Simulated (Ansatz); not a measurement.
# F3PSi: the cost of one run

Method: DFT unrestricted B3LYP, Gaussian basis 6-31g*, and further levels as typed in the inputs, in Ansatz 0.2.0.

### 1 The system as given

Bond lengths: Si1–P2 2.247 Å, Si1–F3 1.596 Å, Si1–F4 1.596 Å, Si1–F5 1.596 Å. Angles: P2–Si1–F3 111.6°, P2–Si1–F4 111.6°, P2–Si1–F5 111.6°, F3–Si1–F4 107.3°, F3–Si1–F5 107.3°, F4–Si1–F5 107.3°.

Coordinates:

```xyz
5

Si    0.0066   -0.0078    0.0141
P     0.0020   -0.0077    2.2608
F     1.4923   -0.0125   -0.5694
F    -0.7304    1.2801   -0.5740
F    -0.7385   -1.2911   -0.5739
```

### 2 Harmonic vibrations: F3PSi

It takes the final geometry of an earlier run.

Input file input.yaml:

```yaml
crystal:
  periodic: [false, false, false]
  atoms:
    - { symbol: Si, position_ang: [0.00660602, -0.0077993, 0.01412768] }
    - { symbol: P, position_ang: [0.00200709, -0.00767271, 2.26080869] }
    - { symbol: F, position_ang: [1.49226564, -0.01251891, -0.56936608] }
    - { symbol: F, position_ang: [-0.7303768, 1.28009449, -0.57396897] }
    - { symbol: F, position_ang: [-0.73847395, -1.29106557, -0.57388333] }
magnetization:
  spin_polarized: true
  initial_magnetization: 2
basis:
  gaussian: { orbitals: "6-31g*" }
hamiltonian:
  xc: { name: B3LYP }
phonons: {}
```

The run is started by

```bash
$ ansatz run input.yaml --threads 4 --pin off --max-ram 8192MiB --backend cpu --events-out ev --progress --plain --runs-dir out
```

What time and memory should one allow on 4 threads of Arm Neoverse N1, shared host?

About 44 s, with a peak of 0.22 GiB.
